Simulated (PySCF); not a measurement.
# Ti: interval between two levels with spin-orbit coupling

Wanted: the interval between two levels of titanium, up a ladder of methods.

The numbers are computed with PySCF 2.14.0 (two-component X2C-1e, generalised determinants), except any that are marked as measured or tabulated.

## Step 1: What is computed

| Item | Value |
| --- | --- |
| Element | titanium (Z = 22) |
| Basis | x2c-TZVPall-2c (6s7p4d1f, 54 functions) |
| Hamiltonian | two-component X2C-1e, Gaussian nucleus, no Breit or QED terms; spin-orbit coupling, run by run: off; screened by Boettger's factors |
| Core shells frozen in the correlated runs | [Ne] (for Ti) |
| State 1 | Ti 3d4 5D4: [Ar] 3d4; 3d5/2 filled at m_j = -1/2, +1/2, +3/2, +5/2 |
| Needed too, but not shown | Ti [Ar] 3d2 4s2 (3F) |
| Methods | GHF, GMP2 |

The outer shells:

Ti [Ar] 3d4
```
[Ar] core
3d [↑ ][↑ ][↑ ][↑ ][  ]
```

A driver program built on PySCF's X2C-1e integrals ran all steps in one process from the settings above; there is no separate input file.

The driver's launch:

```bash
$ OMP_NUM_THREADS=1 python sorun2.py TASK.json OUT
```

The integrals over 54 functions and the set-up took 0.78 s of CPU time.

## Step 2: Ti 3d4 5D4, method by method

**GHF (spin-free)**

The log of the run:

```text
cycle= 1 E= -852.3323025850  delta_E= -852  |FDS-SDF|= 0.104
cycle= 2 E= -852.4151205467  delta_E= -0.0828  |FDS-SDF|= 0.117
cycle= 3 E= -852.5610053158  delta_E= -0.146  |FDS-SDF|= 0.0204
cycle= 4 E= -852.5656226704  delta_E= -0.00462  |FDS-SDF|= 0.00376
cycle= 5 E= -852.5659600589  delta_E= -0.000337  |FDS-SDF|= 0.0011
cycle= 6 E= -852.5661290852  delta_E= -0.000169  |FDS-SDF|= 0.00119
cycle= 7 E= -852.5660739180  delta_E= 5.52e-05  |FDS-SDF|= 0.00109
cycle= 8 E= -852.5660797223  delta_E= -5.8e-06  |FDS-SDF|= 0.000289
cycle= 9 E= -852.5660929095  delta_E= -1.32e-05  |FDS-SDF|= 0.000107
cycle= 10 E= -852.5660941938  delta_E= -1.28e-06  |FDS-SDF|= 6.11e-05
cycle= 11 E= -852.5660948323  delta_E= -6.38e-07  |FDS-SDF|= 2.18e-05
cycle= 12 E= -852.5660948769  delta_E= -4.47e-08  |FDS-SDF|= 8.42e-06
cycle= 13 E= -852.5660948855  delta_E= -8.61e-09  |FDS-SDF|= 7.98e-06
cycle= 14 E= -852.5660948918  delta_E= -6.28e-09  |FDS-SDF|= 8.52e-06
cycle= 15 E= -852.5660948845  delta_E= 7.34e-09  |FDS-SDF|= 6.99e-06
cycle= 16 E= -852.5660948933  delta_E= -8.84e-09  |FDS-SDF|= 6.24e-06
cycle= 17 E= -852.5660948937  delta_E= -3.48e-10  |FDS-SDF|= 6.62e-06
```

It took 1.2 s on 1 thread of Neoverse-N1, shared host, the integrals not counted.

Occupied spinors (without spin-orbit coupling the j labels only name the start):

```csv
spinor shell,electrons,mean energy (eV),weight of the nominal j,rms radius (bohr)
1s1/2,2,-5011.7,1.000,0.0804
2s1/2,2,-582.08,1.000,0.350
2p3/2,4,-477.97,0.833,0.320
2p1/2,2,-477.87,0.667,0.320
3s1/2,2,-72.158,1.000,1.09
3p3/2,4,-42.955,0.833,1.21
3p1/2,2,-42.046,0.667,1.21
3d5/2,4,-4.411,0.700,2.51
```

M_J = 4, ⟨J²⟩ = 20.042, ⟨L²⟩ = 6.041, ⟨S²⟩ = 6.001.

**GMP2 (spin-free)**

No log was kept for this step.

Time after the integrals: 0.2 s (1 thread of Neoverse-N1, shared host).

With 12 electrons correlated and 6 very high virtual spinors dropped, the MP2 correlation energy is -0.29673 hartree. Largest pairs: 3d5/2-3p3/2 -0.0638, 3d5/2-3d5/2 -0.0530, 3p1/2-3p3/2 -0.0469, 3p3/2-3p3/2 -0.0395, 3d5/2-3p1/2 -0.0331.

**GHF (screened spin-orbit)**

The log of the run:

```text
cycle= 1 E= -852.3385755137  delta_E= -852  |FDS-SDF|= 0.104
cycle= 2 E= -852.4214274235  delta_E= -0.0829  |FDS-SDF|= 0.116
cycle= 3 E= -852.5671550559  delta_E= -0.146  |FDS-SDF|= 0.0204
cycle= 4 E= -852.5717499716  delta_E= -0.00459  |FDS-SDF|= 0.00374
cycle= 5 E= -852.5720770515  delta_E= -0.000327  |FDS-SDF|= 0.00107
cycle= 6 E= -852.5722369874  delta_E= -0.00016  |FDS-SDF|= 0.00116
cycle= 7 E= -852.5721762558  delta_E= 6.07e-05  |FDS-SDF|= 0.00105
cycle= 8 E= -852.5721856866  delta_E= -9.43e-06  |FDS-SDF|= 0.000293
cycle= 9 E= -852.5721992925  delta_E= -1.36e-05  |FDS-SDF|= 0.000112
cycle= 10 E= -852.5722007789  delta_E= -1.49e-06  |FDS-SDF|= 7.71e-05
cycle= 11 E= -852.5722020636  delta_E= -1.28e-06  |FDS-SDF|= 7.37e-05
cycle= 12 E= -852.5722019381  delta_E= 1.25e-07  |FDS-SDF|= 7.11e-05
cycle= 13 E= -852.5722012447  delta_E= 6.93e-07  |FDS-SDF|= 3.24e-05
cycle= 14 E= -852.5722012146  delta_E= 3.01e-08  |FDS-SDF|= 2.01e-05
cycle= 15 E= -852.5722012653  delta_E= -5.07e-08  |FDS-SDF|= 1.56e-05
cycle= 16 E= -852.5722013231  delta_E= -5.79e-08  |FDS-SDF|= 7.39e-06
cycle= 17 E= -852.5722013365  delta_E= -1.33e-08  |FDS-SDF|= 7.7e-06
cycle= 18 E= -852.5722013328  delta_E= 3.66e-09  |FDS-SDF|= 6.22e-06
cycle= 19 E= -852.5722013300  delta_E= 2.78e-09  |FDS-SDF|= 3.18e-06
cycle= 20 E= -852.5722013308  delta_E= -7.8e-10  |FDS-SDF|= 2.42e-06
```

Time after the integrals: 1.4 s (1 thread of Neoverse-N1, shared host).

Occupied spinors:

```
spinor shell  electrons  mean energy (eV)  weight of the nominal j  rms radius (bohr)
       1s1/2          2           -5011.7                    1.000             0.0804
       2s1/2          2           -582.07                    1.000              0.350
       2p1/2          2           -481.89                    0.995              0.318
       2p3/2          4           -476.00                    0.998              0.321
       3s1/2          2           -72.160                    1.000               1.09
       3p3/2          4           -42.842                    0.833               1.21
       3p1/2          2           -42.288                    0.666               1.20
       3d5/2          4            -4.407                    0.697               2.51
```

M_J = 4, ⟨J²⟩ = 20.041, ⟨L²⟩ = 6.041, ⟨S²⟩ = 6.001. Rows whose weight is well below 1 mix j = l ± 1/2: exchange competes with spin-orbit coupling there.

**GMP2 (screened spin-orbit)**

This step left no log, only its results.

It took 0.2 s on 1 thread of Neoverse-N1, shared host, the integrals not counted.

With 12 electrons correlated and 6 very high virtual spinors dropped, the MP2 correlation energy is -0.29672 hartree. Largest pairs: 3d5/2-3p3/2 -0.0639, 3d5/2-3d5/2 -0.0530, 3p1/2-3p3/2 -0.0471, 3p3/2-3p3/2 -0.0394, 3d5/2-3p1/2 -0.0330.

## Step 3: Differences of total energies

Interval between two levels: Ti [Ar] 3d2 4s2 [3d5/2^2, M_J = 4] → Ti [Ar] 3d4 [3d5/2^4, M_J = 4].

```
                    method  value (eV)
           GHF (spin-free)       4.465
          GMP2 (spin-free)       3.553
 GHF (screened spin-orbit)       4.453
GMP2 (screened spin-orbit)       3.540
```

The differences also use runs on Ti [Ar] 3d2 4s2 (3F), which are not shown here.

## Step 4: Results

| quantity | value |
| --- | --- |
| interval between two levels, Ti → 3d4 5D4 | GHF (spin-free) 4.465, GMP2 (screened spin-orbit) 3.540 eV |

**Reading.** The methods span 0.925 eV, from GMP2 (screened spin-orbit) (3.540) to GHF (spin-free) (4.465). No reference value is at hand in this session. Spin-orbit coupling moves the difference by -0.013 eV at GMP2. All values hold for this basis alone; no basis-set limit was taken.
